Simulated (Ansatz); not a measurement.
**GeSiNH7 (SMILES [SiH3][NH][GeH3]): HF/def2-SVP**

Aim: the vertical ionisation energy of GeSiNH7 at HF/def2-SVP, from 2 runs. 

The results are computed with Ansatz 0.2.0.

37 further runs of the same task are left out: 37 set aside as unsound or not needed.

## Step 1: Starting point

GeSiNH7: 10 atoms, total charge 0, spin state singlet. As SMILES, `[SiH3][NH][GeH3]`. The shape is that of a PBE0-D4/def2-TZVP optimisation.

Bond lengths: Si1–N2 1.718 Å, N2–Ge3 1.839 Å, Si1–H4 1.486 Å, Si1–H5 1.489 Å, Si1–H6 1.492 Å, N2–H7 1.009 Å, Ge3–H8 1.534 Å, Ge3–H9 1.543 Å, Ge3–H10 1.538 Å. Some angles: Si1–N2–Ge3 127.5°, Si1–N2–H7 117.0°, Ge3–N2–H7 114.2°, N2–Si1–H4 107.3°, N2–Si1–H5 110.3°, N2–Si1–H6 114.2°, N2–Ge3–H8 106.7°, N2–Ge3–H9 111.7°, N2–Ge3–H10 108.4°, H4–Si1–H5 110.0°.

## Step 2: The energy at HF/def2-SVP

The input, input.yaml:

```yaml
crystal:
  periodic: [false, false, false]
  atoms:
    - {symbol: Si, position_ang: [-1.146800, 0.522200, -0.945600]}
    - {symbol: N, position_ang: [0.461400, 0.319100, -0.375700]}
    - {symbol: Ge, position_ang: [1.020100, -0.675800, 1.066200]}
    - {symbol: H, position_ang: [-1.923700, -0.668500, -0.512900]}
    - {symbol: H, position_ang: [-1.160200, 0.627200, -2.430500]}
    - {symbol: H, position_ang: [-1.835500, 1.735800, -0.416100]}
    - {symbol: H, position_ang: [1.159100, 0.952900, -0.736500]}
    - {symbol: H, position_ang: [-0.018900, -1.787400, 1.262400]}
    - {symbol: H, position_ang: [1.119900, 0.180400, 2.345600]}
    - {symbol: H, position_ang: [2.407800, -1.257200, 0.745900]}
basis:
  gaussian:
    orbitals: def2-SVP
hamiltonian:
  xc: hf
accuracy: high
output:
  orbitals: {seedname: orbitals}
```

Started as:

```console
$ ansatz run input.yaml --threads 1 --pin off --max-ram 3480MiB --events-out events.jsonl --progress --plain --runs-dir runs
```

The log of the run:

```text
Warning: RAYON_NUM_THREADS=1 ignored (pool sized by the plan → 1); use --threads N
Functional definition: HF
  name "HF"
  exchange = exact_x
  correlation = 0
2209 factors; integrals over basis functions are off by at most 4.3e-9 eV
mean field evaluation 1: about -65915.7174 eV, gradient 3.0e1 eV
mean field evaluation 2: about -65915.7805 eV, gradient 3.0e1 eV
mean field evaluation 4: about -65918.1184 eV, gradient 2.9e0 eV
mean field evaluation 8: about -65918.1515 eV, gradient 2.5e-4 eV
mean field -65918.15154779 eV, -2422.4473884535 hartree, gradient 2.7e-8 eV, S^2 0.000000; 0 other end points of the search recorded, 0 dependent functions left out
reference -65918.15154779 eV, -2422.4473884535 hartree; 30, 30 occupied and 69, 69 virtual orbitals, 2209 factors
Total energy: -65918.15154779 eV, -2422.4473884535 hartree
```

Wall time 3.6 s (1 thread of Arm Neoverse V1, shared host); peak memory 0.32 GiB.

## Step 3: The doublet cation

The input, molecule.yaml:

```yaml
crystal:
  periodic: [false, false, false]
  atoms:
    - {symbol: Si, position_ang: [-1.146800, 0.522200, -0.945600]}
    - {symbol: N, position_ang: [0.461400, 0.319100, -0.375700]}
    - {symbol: Ge, position_ang: [1.020100, -0.675800, 1.066200]}
    - {symbol: H, position_ang: [-1.923700, -0.668500, -0.512900]}
    - {symbol: H, position_ang: [-1.160200, 0.627200, -2.430500]}
    - {symbol: H, position_ang: [-1.835500, 1.735800, -0.416100]}
    - {symbol: H, position_ang: [1.159100, 0.952900, -0.736500]}
    - {symbol: H, position_ang: [-0.018900, -1.787400, 1.262400]}
    - {symbol: H, position_ang: [1.119900, 0.180400, 2.345600]}
    - {symbol: H, position_ang: [2.407800, -1.257200, 0.745900]}
basis:
  gaussian: {orbitals: def2-SVP}
total_charge: 1
magnetization: {spin_polarized: true, initial_magnetization: 1}
hamiltonian: {xc: hf}
accuracy: high
output: {orbitals: {seedname: orbitals}}
```

Started as:

```console
$ ansatz run molecule.yaml --threads 1 --pin off --max-ram 3480MiB --events-out events.jsonl --progress --plain --runs-dir runs
```

The log of the run:

```text
Warning: RAYON_NUM_THREADS=1 ignored (pool sized by the plan → 1); use --threads N
Functional definition: HF
  name "HF"
  exchange = exact_x
  correlation = 0
2206 factors; integrals over basis functions are off by at most 4.3e-9 eV
mean field evaluation 1: about -65903.3597 eV, gradient 3.0e1 eV
mean field evaluation 2: about -65903.4276 eV, gradient 3.0e1 eV
mean field evaluation 4: about -65909.0418 eV, gradient 4.6e0 eV
mean field evaluation 8: about -65909.7857 eV, gradient 3.2e-1 eV
mean field evaluation 16: about -65909.7894 eV, gradient 1.2e-7 eV
mean field evaluation 32: about -65907.0229 eV, gradient 8.8e0 eV
mean field -65909.78942131 eV, -2422.1400859733 hartree, gradient 2.0e-8 eV, S^2 0.764467; 2 other end points of the search recorded, 0 dependent functions left out
reference -65909.78942131 eV, -2422.1400859733 hartree; 30, 29 occupied and 69, 70 virtual orbitals, 2206 factors
Total energy: -65909.78942131 eV, -2422.1400859733 hartree
```

Run time: 7.5 s. Hardware: 1 thread of Arm Neoverse V1, shared host; peak memory 0.42 GiB.

## Step 4: Summary of results

Level: HF/def2-SVP.

| quantity | value |
| --- | --- |
| singlet GeSiNH7: total energy | -2422.44739 Eh |
| singlet GeSiNH7: HOMO energy | -10.54 eV |
| singlet GeSiNH7: LUMO energy | 3.63 eV |
| singlet GeSiNH7: HOMO–LUMO gap | 14.17 eV |
| doublet cation: total energy | -2422.14009 Eh |
| doublet cation: HOMO energy (highest over α and β) | -17.79 eV |
| doublet cation: LUMO energy (lowest over α and β) | -6.35 eV |
| doublet cation: ⟨S²⟩ | 0.764 |
| vertical ionisation energy (to the doublet cation) | 8.362 eV |

In words: Removing an electron at fixed nuclei costs 8.36 eV (807 kJ/mol). The negative HOMO energy of the first species, 10.54 eV, lies 2.18 eV above that difference.
